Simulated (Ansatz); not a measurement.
Turn this script for the Python package of Ansatz (0.2.0) into the input file that the command-line program reads.

Interactive session:
```pycon
>>> import ansatz
>>> import matplotlib.pyplot as plt
>>> import numpy as np
>>> from pymatgen.core import Lattice, Structure
>>> from pymatgen.io.ase import AseAtomsAdaptor
>>> SMEARING = "fixed"
>>> CUTOFF_EV = 550
>>> XC = "PBEsol"
>>> MESH = (6, 6, 2)
>>> N_EMPTY = 10
>>> pmg_structure = Structure(
...     Lattice([(4.047329, 0.0, 0.0), (-2.023665, 3.50509, 0.0), (0.0, 0.0, 18.052065)]),
...     ["In", "In", "In", "In", "Se", "Se", "Se", "Se"],
...     [
...         (0.0, 0.0, 0.577394),
...         (0.0, 0.0, 0.422606),
...         (1 / 3, 2 / 3, 0.92261),
...         (1 / 3, 2 / 3, 0.07739),
...         (2 / 3, 1 / 3, 0.853),
...         (2 / 3, 1 / 3, 0.147),
...         (1 / 3, 2 / 3, 0.647016),
...         (1 / 3, 2 / 3, 0.352984),
...     ],
... )
>>> crystal = ansatz.Crystal.from_ase(AseAtomsAdaptor.get_atoms(pmg_structure))
>>> len(crystal.resolved().sites)
8
>>> # high-symmetry points in fractions of the reciprocal vectors
>>> path = [
...     ("G", (0.0, 0.0, 0.0)),
...     ("M", (0.5, 0.0, 0.0)),
...     ("K", (0.33333, 0.33333, 0.0)),
...     ("G", (0.0, 0.0, 0.0)),
...     ("A", (0.0, 0.0, 0.5)),
...     ("L", (0.5, 0.0, 0.5)),
... ]
>>> model = (
...     crystal.calculation()
...     .occupations(SMEARING)
...     .basis(CUTOFF_EV)
...     .functional(XC)
...     .kpoints(*MESH)
...     .band_structure([point for _, point in path], intervals=8)
...     .scf(extra_bands=N_EMPTY)
... )
>>> planned = model.session().plan(threads=1)
>>> facts = planned.describe()
>>> print("plan:", facts["n_bands"], "bands,", len(facts["kpoints_frac"]), "k-points, plane waves", facts["n_pw_range"], "grid", facts["fft_dense"])
plan: 68 bands, 14 k-points, plane waves [7470, 7563] grid [32, 32, 144]
>>> out = planned.execute()
>>> r = out.report
>>> r["n_electrons"]
116.0
>>> r["n_kpoints"], r["n_symmetry_ops"], r["n_pw"]
(14, 12, 7563)
>>> print("%-22s %14.5f eV" % ("F = E - TS", r["free_energy_ev"]))
F = E - TS               -43802.26355 eV
>>> print("%-22s %14.5f eV" % ("E", r["internal_energy_ev"]))
E                        -43802.26355 eV
>>> print("%-22s %14.5f eV" % ("Harris-Foulkes", r["harris_foulkes_ev"]))
Harris-Foulkes           -43802.26355 eV
>>> print("%-22s %14.5f eV" % ("Fermi level", r["fermi_energy_ev"]))
Fermi level                   5.80328 eV
>>> bands = out.band_structure()
>>> fermi = bands.fermi_energy_ev
>>> print(f"zero of the bands: {fermi:.3f} eV, the Fermi level found on the SCF mesh")
zero of the bands: 5.803 eV, the Fermi level found on the SCF mesh
>>> reciprocal = 2 * np.pi * np.linalg.inv(out.lattice.cell_ang).T
>>> steps = np.linalg.norm(np.diff(bands.kpoints_frac @ reciprocal, axis=0), axis=1)
>>> distance = np.concatenate([[0], np.cumsum(steps)])
>>> fig, ax = plt.subplots(figsize=(5, 4))
>>> for channel, colour in zip(bands.channels, ("C0", "C3")):
...     ax.plot(distance, channel.eigenvalues_ev - fermi, colour, lw=1)
...
[<matplotlib.lines.Line2D object at 0x...>, <matplotlib.lines.Line2D object at 0x...>, <matplotlib.lines.Line2D object at 0x...>, <matplotlib.lines.Line2D object at 0x...>, <matplotlib.lines.Line2D object at 0x...>, <matplotlib.lines.Line2D object at 0x...>, <matplotlib.lines.Line2D object at [...]
>>> ax.set_xticks(distance[::8], [label for label, _ in path])
[<matplotlib.axis.XTick object at 0x...>, <matplotlib.axis.XTick object at 0x...>, <matplotlib.axis.XTick object at 0x...>, <matplotlib.axis.XTick object at 0x...>, <matplotlib.axis.XTick object at 0x...>, <matplotlib.axis.XTick object at 0x...>]
>>> ax.set(ylim=(-6, 6), ylabel="E - E_F (eV)", xlim=(0, distance[-1]))
[(-6.0, 6.0), Text(0, 0.5, 'E - E_F (eV)'), (0.0, 3.5190305105607136)]
>>> ax.grid(axis="x")
>>> fig.savefig("bands.png", dpi=100)
>>> first = bands.channels[0].eigenvalues_ev - fermi
>>> near = np.argsort(np.abs(first.mean(axis=0)))[:4]
>>> for band in sorted(near):
...     print(f"band {band + 1}: {first[:, band].min():.3f} to {first[:, band].max():.3f} eV")
...
band 55: -2.317 to -0.945 eV
band 56: -1.900 to -0.944 eV
band 57: -1.553 to -0.393 eV
band 58: -1.520 to 0.000 eV
```

`input.yaml`:
```yaml
crystal:
  lattice:
    - [4.047329, 0.0, 0.0]
    - [-2.023665, 3.50509, 0.0]
    - [0.0, 0.0, 18.052065]
  atoms:
    - { symbol: In, position: [0.0, 0.0, 0.577394] }
    - { symbol: In, position: [0.0, 0.0, 0.422606] }
    - { symbol: In, position: [0.33333333333333326, 0.6666666666666666, 0.92261] }
    - { symbol: In, position: [0.33333333333333326, 0.6666666666666666, 0.07739] }
    - { symbol: Se, position: [0.6666666666666666, 0.3333333333333333, 0.853] }
    - { symbol: Se, position: [0.6666666666666666, 0.3333333333333333, 0.147] }
    - { symbol: Se, position: [0.33333333333333326, 0.6666666666666666, 0.647016] }
    - { symbol: Se, position: [0.33333333333333326, 0.6666666666666666, 0.352984] }
basis:
  ecutwfc: 550.0
kpoints:
  mp_grid:
    grid: [6, 6, 2]
  band_path:
    path:
      - [0.0, 0.0, 0.0]
      - [0.5, 0.0, 0.0]
      - [0.33333, 0.33333, 0.0]
      - [0.0, 0.0, 0.0]
      - [0.0, 0.0, 0.5]
      - [0.5, 0.0, 0.5]
    npoints: 8
hamiltonian:
  xc: pbesol
scf:
  n_extra_bands: 10
  occupations:
    method: fixed
```

Caveats:
- Absolute energies stand on the zero of these potentials, so only differences at equal settings mean something. A total without «per atom» is that of the cell as typed.
- The computed bands are complete only to about 4.8 eV above the Fermi level.
- The Fermi level of a run with fixed occupations marks the highest occupied state on its mesh, not mid-gap.
- An absolute Fermi energy rests on an arbitrary zero of the periodic potential and has no direct meaning.
- This cell is a computed structure, which may not be the phase found in nature.
- Gaps and levels are Kohn-Sham values on a finite set of k-points, without spin-orbit coupling.
- Finished in 50 s on 1 thread of Intel(R) Xeon(R) Processor @ 2.30GHz (shared host), peak memory 1.1 GiB.

(Lines on the test bed's own set-up are left out of the output.)
